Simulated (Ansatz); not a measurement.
# C₂H₆Cl₂Sn: small, medium and large basis sets

An exercise on one series of results from a longer session: the logs are not shown, and one member is left open.

Method: one geometry, several basis sets; program: Ansatz 0.2.0, Gaussian basis.

Levels to be run: PBE0-D4/def2-SVP; ωB97M-V/def2-SVP; PBE0-D4/def2-QZVPP; ωB97M-V/def2-QZVPP; the functionals' def2-TZVPP values are taken from earlier runs.

## The relaxed structure

The geometry comes from an earlier relaxation with PBE0-D4 in a triple-zeta def2 set; it is a stationary point, not always the lowest conformer. Sn takes the def2 core potential; no spin-orbit term is included.

SMILES `[CH3][Sn]([CH3])([Cl])[Cl]`, 11 atoms, charge 0, spin multiplicity 1.

Atoms are counted from 1 here; the program's logs count them from 0.

Bond lengths: C1–Sn2 2.120 Å, C1–H6 1.090 Å, C1–H7 1.089 Å, C1–H8 1.090 Å, Sn2–C3 2.120 Å, Sn2–Cl4 2.334 Å, Sn2–Cl5 2.334 Å, C3–H9 1.089 Å, C3–H10 1.090 Å, C3–H11 1.090 Å. Angles: Sn2–C1–H6 109.6°, Sn2–C1–H7 108.3°, Sn2–C1–H8 109.6°, H6–C1–H7 109.7°, H6–C1–H8 110.0°, H7–C1–H8 109.7°, C1–Sn2–C3 121.7°, C1–Sn2–Cl4 107.1°, C1–Sn2–Cl5 107.1°, C3–Sn2–Cl4 107.1°, C3–Sn2–Cl5 107.1°, Cl4–Sn2–Cl5 105.8°, Sn2–C3–H9 108.3°, Sn2–C3–H10 109.6°, Sn2–C3–H11 109.6°, H9–C3–H10 109.7°, H9–C3–H11 109.7°, H10–C3–H11 110.0°.

Set-up of the first run:

Input file in.yaml:

```yaml
crystal:
  periodic: [false, false, false]
  atoms:
    - {symbol: C, position_ang: [-1.850237, 0.321554, 0.276278]}
    - {symbol: Sn, position_ang: [0.155165, 0.386556, -0.409732]}
    - {symbol: C, position_ang: [1.635659, -0.926459, 0.352229]}
    - {symbol: Cl, position_ang: [0.098374, 0.087000, -2.724038]}
    - {symbol: Cl, position_ang: [0.926860, 2.562885, -0.067622]}
    - {symbol: H, position_ang: [-1.876683, 0.524007, 1.346747]}
    - {symbol: H, position_ang: [-2.417827, 1.083661, -0.255683]}
    - {symbol: H, position_ang: [-2.274118, -0.661480, 0.072425]}
    - {symbol: H, position_ang: [2.578453, -0.703182, -0.144998]}
    - {symbol: H, position_ang: [1.741427, -0.773805, 1.426056]}
    - {symbol: H, position_ang: [1.348327, -1.957837, 0.149038]}
basis:
  gaussian: {orbitals: def2-SVP}
hamiltonian: {xc: pbe0, dispersion: d4}
output: {orbitals: {seedname: orbitals}}
```

Launch:

```sh
$ ansatz run in.yaml --threads 2 --pin off --events-out ev --progress --plain --max-ram 32768MiB --backend cpu
```

Steps of the session up to this table: PBE0-D4 in def2-SVP; ωB97M-V in def2-SVP; PBE0-D4 in def2-QZVPP; ωB97M-V in def2-QZVPP.

One table of the session follows, with a row left open; its other results are not shown here.

It belongs to the step «Density functionals: the series». 

| functional | basis | HOMO (eV) |
| --- | --- | --- |
| PBE0-D4 | def2-SVP | -8.18 |
| PBE0-D4 | def2-TZVPP | ? |
| PBE0-D4 | def2-QZVPP | -8.34 |
| ωB97M-V | def2-SVP | -10.32 |
| ωB97M-V | def2-TZVPP | -10.48 |
| ωB97M-V | def2-QZVPP | -10.50 |

Q: Estimate the row for PBE0-D4, def2-TZVPP from the others.

As computed: HOMO (eV): -8.32. In the column «HOMO (eV)» it lies between PBE0-D4, def2-QZVPP (-8.34) and PBE0-D4, def2-SVP (-8.18).
